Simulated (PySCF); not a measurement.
# C3H7AlCl2O (AlCl2(OiPr)): the cost of one run

The runs use PySCF 2.14.0, with density-fitted response routines of our own; the level of theory stands in each step. All values are computed, except where a source is named. Atoms are numbered from 0 throughout.

**1. The molecule as given**

14 atoms, charge 0, multiplicity 1; geometry from: GFN2-xTB. The atoms were then displaced at random by about 0.03 Å, so the start is not that level's minimum.

Bonds of the start (Å): Al0–Cl1 1.97, Al0–Cl2 2.18, Al0–O3 1.55, O3–C4 1.45, C4–C5 1.49, C4–C6 1.53, C4–H7 1.14, C5–H8 1.06, C5–H9 1.12, C5–H10 1.06, C6–H11 1.10, C6–H12 1.21, C6–H13 1.12.

**2. Relaxing the molecule at PBE0-D3(BJ)/def2-SVP**

What the job is given:

```
{"job": {"xc": "PBE0", "basis": "def2-SVP", "d3": "d3bj", "grid": 1, "maxiter": 40, "shake": 0.03, "kind": "geom"}, "charge": 0, "multiplicity": 1}
Al     1.128070     1.829540    -1.215740
Cl     2.986640     2.297790    -1.680530
Cl    -0.520120     3.086420    -1.882190
O      0.863900     0.572520    -0.340530
C      0.248390    -0.531260     0.376750
C     -0.423020    -1.494880    -0.539470
C     -0.695550    -0.006470     1.460060
H      1.153650    -0.980660     0.894410
H     -1.256160    -1.015860    -0.975300
H     -0.776200    -2.378730     0.054640
H      0.273170    -1.850560    -1.258530
H     -0.217700     0.738740     2.113160
H     -1.656430     0.503100     0.938730
H     -1.128080    -0.813500     2.097770
```

Launch:

```console
> OMP_NUM_THREADS=1 python probes_run.py task.json out
```

One launch serves the whole session: the jobs run in the order shown.

**Question.** How long does this first job take on 1 thread of Arm Neoverse N1, shared host, and how much memory does it need?

About 6.4 min, with a peak of 0.56 GiB.
